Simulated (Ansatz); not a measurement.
# PbSO: the cost of one run

The runs shown are made with Ansatz 0.2.0. PAW datasets, plane waves. Computed, not measured; no magnetism was allowed, and the structure may never have been made.

**1. The structure to begin with**

The cell was relaxed beforehand with r2SCAN.

In-plane lattice: a = 3.480 Å, b = 3.480 Å, γ = 120.0°; thickness between the outer nuclei 2.90 Å. Around Pb lie 3 O at 2.29 Å and 3 S at 2.70 Å; around O lie 3 Pb at 2.29 Å and 1 S at 2.90 Å; around S lie 3 Pb at 2.70 Å and 1 O at 2.90 Å.

The structure in full:

```cif
data_structure
_symmetry_space_group_name_H-M 'P 1'
_symmetry_Int_Tables_number 1
_cell_length_a 3.4797
_cell_length_b 3.4797
_cell_length_c 29.7807
_cell_angle_alpha 90.000
_cell_angle_beta 90.000
_cell_angle_gamma 120.000
_cell_volume 312.29
loop_
_atom_site_label
_atom_site_type_symbol
_atom_site_fract_x
_atom_site_fract_y
_atom_site_fract_z
_atom_site_occupancy
Pb1 Pb 0.33333 0.66667 0.31001 1
O1 O 0.66667 0.33333 0.34696 1
S1 S 0.66667 0.33333 0.24966 1
```
Two periodic directions, a and b.

**2. Band structure with PBE**

input.yaml reads:

```yaml
crystal:
  lattice:
    - [3.4797493297, 0.0, 0.0]
    - [-1.7398746649, 3.0135513183, 0.0]
    - [0.0, 0.0, 29.7806836792]
  atoms:
    - { symbol: Pb, position: [0.3333333333, 0.6666666667, 0.3100114817] }
    - { symbol: O, position: [0.6666666667, 0.3333333333, 0.3469553807] }
    - { symbol: S, position: [0.6666666667, 0.3333333333, 0.2496610811] }
  periodic: [true, true, false]
kpoints:
  mp_grid: { grid: [12, 12, 1] }
  band_path:
    path:
      - [0, 0, 0]
      - [0.5, 0, 0]
      - [0.3333333333333, 0.3333333333333, 0]
      - [0, 0, 0]
    npoints: 10
hamiltonian:
  xc: pbe
scf:
  occupations: { method: fermi_dirac, width: 0.02 }
  n_extra_bands: 4
output:
  forces: true
  stress: true
  eigenvalues: true
```

Command:

```console
$ ansatz run input.yaml --threads 4 --pin off --max-ram 5529MiB --backend cpu --events-out ev --progress --plain --runs-dir out
```

What time and memory should one allow on 4 threads of Arm Neoverse V1, shared host?

About 5.2 s, with a peak of 0.52 GiB.
